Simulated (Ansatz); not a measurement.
# MgVSe3: the cost of one run

Computed with Ansatz 0.2.0 (DFT PBE, scalar-relativistic, plane waves, PAW, unless a step names another level, unless a step's input says otherwise).

1 further run of the same task is left out (it didn't finish). Runs told in other sessions of the task aren't counted.

### 1 The starting structure

It takes space group R-3 (No. 148, trigonal). The conventional cell has a = 6.526 Å, b = 6.526 Å, c = 17.730 Å, α = 90.00°, β = 90.00°, γ = 120.00°. Mg (site symmetry 3) is surrounded by 6 Se at 2.67 to 2.78 Å. Around V (site symmetry 3) lie 6 Se at 2.50 to 2.55 Å. Around Se (site symmetry 1) lie 2 V at 2.50 to 2.55 Å and 2 Mg at 2.67 to 2.78 Å.

As a file:

```cif
data_structure
_symmetry_space_group_name_H-M 'R-3:H'
_symmetry_Int_Tables_number 148
_cell_length_a 6.5259
_cell_length_b 6.5259
_cell_length_c 17.7298
_cell_angle_alpha 90.000
_cell_angle_beta 90.000
_cell_angle_gamma 120.000
_cell_volume 653.91
loop_
_atom_site_label
_atom_site_type_symbol
_atom_site_symmetry_multiplicity
_atom_site_Wyckoff_symbol
_atom_site_fract_x
_atom_site_fract_y
_atom_site_fract_z
_atom_site_occupancy
Mg1 Mg 6 c 0.33333 0.66667 0.31737 1
V1 V 6 c 0.66667 0.33333 0.16449 1
Se1 Se 18 f 0.69390 0.02639 0.24583 1
```

It came out lowest among 16 distinct ends of the trial cells. At a tolerance of 0.05 Å it has space group R-3 (No. 148). Site moments: 0.0 0.0 1.2 1.2 -0.1 -0.1 -0.1 -0.1 -0.1 -0.1 μB.

### 2 Electronic structure at the relaxed geometry

input.yaml

```yaml
crystal:
  lattice:
    - [3.2629517397, 1.8838660653, 5.9099328646]
    - [-3.2629517397, 1.8838660653, 5.9099328646]
    - [0.0, -3.7677321305, 5.9099328646]
  atoms:
    - { symbol: Mg, position: [0.3492958337, 0.3492958337, 0.3492958337] }
    - { symbol: Mg, position: [0.6507041663, 0.6507041663, 0.6507041663] }
    - { symbol: V, position: [0.1688434415, 0.1688434415, 0.1688434415], spin: 1.36 }
    - { symbol: V, position: [0.8311565585, 0.8311565585, 0.8311565585], spin: 1.36 }
    - { symbol: Se, position: [0.7805673924, 0.4216758944, 0.0602775349], spin: -0.11 }
    - { symbol: Se, position: [0.4216758944, 0.0602775349, 0.7805673924], spin: -0.11 }
    - { symbol: Se, position: [0.0602775349, 0.7805673924, 0.4216758944], spin: -0.11 }
    - { symbol: Se, position: [0.2194326076, 0.5783241056, 0.9397224651], spin: -0.11 }
    - { symbol: Se, position: [0.5783241056, 0.9397224651, 0.2194326076], spin: -0.11 }
    - { symbol: Se, position: [0.9397224651, 0.2194326076, 0.5783241056], spin: -0.11 }
basis:
  ecutwfc: 420
kpoints:
  mp_grid: { grid: [6, 6, 6] }
  band_path:
    path:
      - [[0.0, 0.0, 0.0], [-0.5, -0.5, -0.5], [-0.5, -0.23440643, -0.76559357]]
      - [[-0.23440643, 0.23440643, -0.5], [0.0, 0.0, -0.5], [0.0, 0.0, 0.0], [0.0, 0.36720322, -0.36720322]]
      - [[-0.36720322, 0.0, -0.63279678], [-0.5, 0.0, -0.5], [0.0, 0.0, 0.0]]
    npoints: 14
hamiltonian:
  xc: pbe
scf:
  occupations: { method: gaussian, width: 0.1 }
  n_extra_bands: 25
output:
  forces: true
  stress: true
  eigenvalues: true
  populations: true
  dos: { projected: true, de: 0.02, nscf_kmesh: { grid: [8, 8, 8] } }
  bader: true
magnetization:
  spin_polarized: true
checkpoint:
  read: start.run
  write: ck
  compress: false
  write_wavefunctions: false
  write_every: 100000
```

The run is started by

```
$ ansatz run input.yaml --threads 1 --pin off --max-ram 2560MiB --backend cpu --events-out ev --progress --plain --runs-dir out
```

What time and memory should one allow on 1 thread of Intel Xeon Platinum 8488C (Sapphire Rapids), shared host?

About 6.8 min, with a peak of 2 GiB.
